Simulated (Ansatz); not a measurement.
# CH₈OSSi₂: up Jacob's ladder to CCSD(T)

An exercise on one series of results from a longer session: the logs are not shown, and one member is left open.

The runs use Ansatz 0.2.0, Gaussian basis; functionals in def2-TZVPP, the program's frozen cores in correlated methods.

The runs, in order: PBE-D4, r2SCAN-D4, PBE0-D4, B3LYP-D4, ωB97X-V, ωB97M-V, B2PLYP; CCSD(T)/def2-TZVPP; MP2/def2-QZVPP; extrapolation to the limit.

### Structure used throughout

An earlier PBE0-D4 in a triple-zeta def2 set relaxation fixed the geometry.

SMILES `C[Si](O)([SiH3])S`, 13 atoms, charge 0, spin multiplicity 1.

Atoms are counted from 1 here; the program's logs count them from 0.

Bond lengths: C1–Si2 1.864 Å, C1–H6 1.093 Å, C1–H7 1.094 Å, C1–H8 1.092 Å, Si2–O3 1.651 Å, Si2–Si4 2.338 Å, Si2–S5 2.149 Å, O3–H9 0.960 Å, Si4–H10 1.489 Å, Si4–H11 1.488 Å, Si4–H12 1.488 Å, S5–H13 1.344 Å. Angles: Si2–C1–H6 110.1°, Si2–C1–H7 111.0°, Si2–C1–H8 110.9°, H6–C1–H7 108.2°, H6–C1–H8 108.4°, H7–C1–H8 108.2°, C1–Si2–O3 112.5°, C1–Si2–Si4 113.9°, C1–Si2–S5 104.1°, O3–Si2–Si4 105.2°, O3–Si2–S5 111.3°, Si4–Si2–S5 109.9°, Si2–O3–H9 116.9°, Si2–Si4–H10 111.9°, Si2–Si4–H11 109.3°, Si2–Si4–H12 109.7°, H10–Si4–H11 108.5°, H10–Si4–H12 108.8° and more.

The first run:

The input, in.yaml:

```yaml
crystal:
  periodic: [false, false, false]
  atoms:
    - {symbol: C, position_ang: [-1.116459, 0.527174, 1.397392]}
    - {symbol: Si, position_ang: [0.092310, 0.428853, -0.018191]}
    - {symbol: O, position_ang: [-0.274965, 1.479261, -1.237630]}
    - {symbol: Si, position_ang: [0.195994, -1.676275, -1.030990]}
    - {symbol: S, position_ang: [1.988076, 0.902689, 0.876794]}
    - {symbol: H, position_ang: [-2.133316, 0.354802, 1.036485]}
    - {symbol: H, position_ang: [-1.085168, 1.511915, 1.871936]}
    - {symbol: H, position_ang: [-0.888149, -0.224171, 2.156879]}
    - {symbol: H, position_ang: [-0.150505, 2.413898, -1.058358]}
    - {symbol: H, position_ang: [-1.051476, -1.995248, -1.777971]}
    - {symbol: H, position_ang: [0.399989, -2.714820, 0.015292]}
    - {symbol: H, position_ang: [1.345226, -1.721847, -1.975581]}
    - {symbol: H, position_ang: [2.698942, 0.679166, -0.241357]}
basis:
  gaussian: {orbitals: def2-TZVPP}
hamiltonian: {xc: pbe, dispersion: d4}
output: {forces: true, orbitals: {seedname: orbitals}}
```

On the command line:

```sh
$ ansatz run in.yaml --threads 4 --pin off --events-out ev --progress --plain --max-ram 10444MiB
```

Steps of the session up to this table: PBE-D4 (GGA); r2SCAN-D4 (meta-GGA); PBE0-D4 (hybrid); B3LYP-D4 (hybrid); ωB97X-V (range-separated); ωB97M-V (range-separated); B2PLYP (double hybrid); CCSD(T) in def2-TZVPP; MP2 in def2-QZVPP.

One table of the session follows, with a row left open; its other results are not shown here.

| method | atomisation energy (kJ/mol) |
| --- | --- |
| PBE-D4 | 4473.6 |
| r2SCAN-D4 | 4464.3 |
| PBE0-D4 | 4428.0 |
| B3LYP-D4 | 4441.8 |
| ωB97X-V | 4481.6 |
| ωB97M-V | 4468.3 |
| B2PLYP | 4386.0 |
| HF/def2-TZVPP | 3294.2 |
| MP2/def2-TZVPP | 4371.8 |
| CCSD/def2-TZVPP | ? |
| CCSD(T)/def2-TZVPP | 4341.5 |
| MP2/CBS | 4496.0 |
| CCSD(T)/CBS | 4465.7 |

Q: Estimate the row for CCSD/def2-TZVPP from the others.

**Answer.** atomisation energy (kJ/mol): 4285.5. In the column «atomisation energy (kJ/mol)» it lies between HF/def2-TZVPP (3294.2) and CCSD(T)/def2-TZVPP (4341.5).

Caveats from the session: Free atoms (1 C, 2 Si, 1 O, 1 S, 8 H) were run apart at each level; the atomisation energy is their sum less the molecule, without zero-point or spin-orbit terms.
